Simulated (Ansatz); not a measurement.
**Cd (bcc type): how the settings move a single-point run**

Aim: see which settings change the result for Cd (bcc type), by how much, and at what cost.

Method: reference: DFT, PBEsol, norm-conserving pseudopotentials, Ansatz's default files, scalar-relativistic, in Ansatz 0.2.0.

### Step 1. The system as given

Symmetry: Im-3m, No. 229, cubic system. Conventional cell: a = 2.949 Å, b = 2.949 Å, c = 2.949 Å, α = 90.00°, β = 90.00°, γ = 90.00°. Cd (site symmetry m-3m) has 8 Cd at 2.55 Å in its first shell of neighbours.

As a file:

```cif
data_structure
_symmetry_space_group_name_H-M 'P 1'
_symmetry_Int_Tables_number 1
_cell_length_a 2.5537
_cell_length_b 2.5537
_cell_length_c 2.5537
_cell_angle_alpha 109.471
_cell_angle_beta 109.471
_cell_angle_gamma 109.471
_cell_volume 12.82
loop_
_atom_site_label
_atom_site_type_symbol
_atom_site_fract_x
_atom_site_fract_y
_atom_site_fract_z
_atom_site_occupancy
Cd1 Cd 0.00000 0.00000 0.00000 1
```

### Step 2. Baseline

File input.yaml:

```yaml
crystal:
  lattice:
    - [-1.4743594656, 1.4743594656, 1.4743594656]
    - [1.4743594656, -1.4743594656, 1.4743594656]
    - [1.4743594656, 1.4743594656, -1.4743594656]
  atoms:
    - { symbol: Cd, position: [0.0, 0.0, 0.0] }
kpoints:
  mp_grid: { grid: [15, 15, 15] }
scf:
  occupations: { method: fermi_dirac, width: 0.1 }
hamiltonian:
  xc: pbesol
  pseudopotentials: { kind: nc }
output:
  forces: true
  stress: true
  eigenvalues: true
```

The run is started by

```bash
> ansatz run input.yaml --threads 1 --pin off --max-ram 2048MiB --backend cpu --events-out ev --progress --plain --runs-dir out
```

### Step 3. Changed: spin_polarized true

input.yaml: that of step 2 with these lines changed.

```diff
@@ -18 +18,3 @@
   eigenvalues: true
+magnetization:
+  spin_polarized: true
```

**Question.** What will these runs give? Wanted: for each run, ending; energy change; pressure; gap; force.

The runs gave:

```csv
run,ending,energy change,pressure (GPa),gap (eV),force (eV/Å),cycles,time
reference,converged,0,115.9,0.00,0.00,7,8.2 s
1: spin_polarized true,converged,0.0 meV/atom,115.9,0.00,0.00,8,11 s
```

Residual by cycle in the longest SCF loop of each run; runs are numbered as in the table. The quantity is the density residual dr2, in eV.

```csv
cycle,reference,run 1
1,0.424,0.4
2,0.0333,0.42
3,0.00484,0.0719
4,5.0e-4,0.0221
5,1.4e-5,0.0012
6,9.7e-8,1.1e-5
7,2.3e-10,1.3e-6
8,-,2.9e-9
```

**Reading.** With the changed spin polarisation the energy stays within 0.5 meV/atom: no moment was seeded, so none could form, and both runs end non-magnetic. The structure is not at rest: the sound run finds 116 GPa, so these are no properties of the relaxed crystal. 
